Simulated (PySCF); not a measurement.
# Cl2HIn (InCl2H): the cost of one run

Computed with PySCF 2.14.0 and routines of our own; the level stands in each step. Atoms count from 0.

## Step 1: The starting structure

4 atoms, charge 0, multiplicity 1; geometry from: GFN2-xTB.

## Step 2: Relaxing the molecule at PBE0-D3(BJ)/def2-SVP

Job settings and geometry (Å):

```
{"job": {"xc": "PBE0", "basis": "def2-SVP", "d3": "d3bj", "grid": 1, "maxiter": 30, "shake": 0.03, "kind": "geom"}, "charge": 0, "multiplicity": 1}
In    -0.040760    -0.247870     0.012640
Cl     2.165240    -0.087130     0.007060
Cl    -1.164420     1.876950    -0.040980
H     -0.876770    -1.632390    -0.009190
```

Started as:

```
OMP_NUM_THREADS=1 python heavy_run.py task.json out
```

This one command runs all jobs of the session in turn.

**Question.** How long does this first job take on 1 thread of Intel Xeon 6975P-C, shared host, and how much memory does it need?

About 16 s, with a peak of 0.28 GiB.
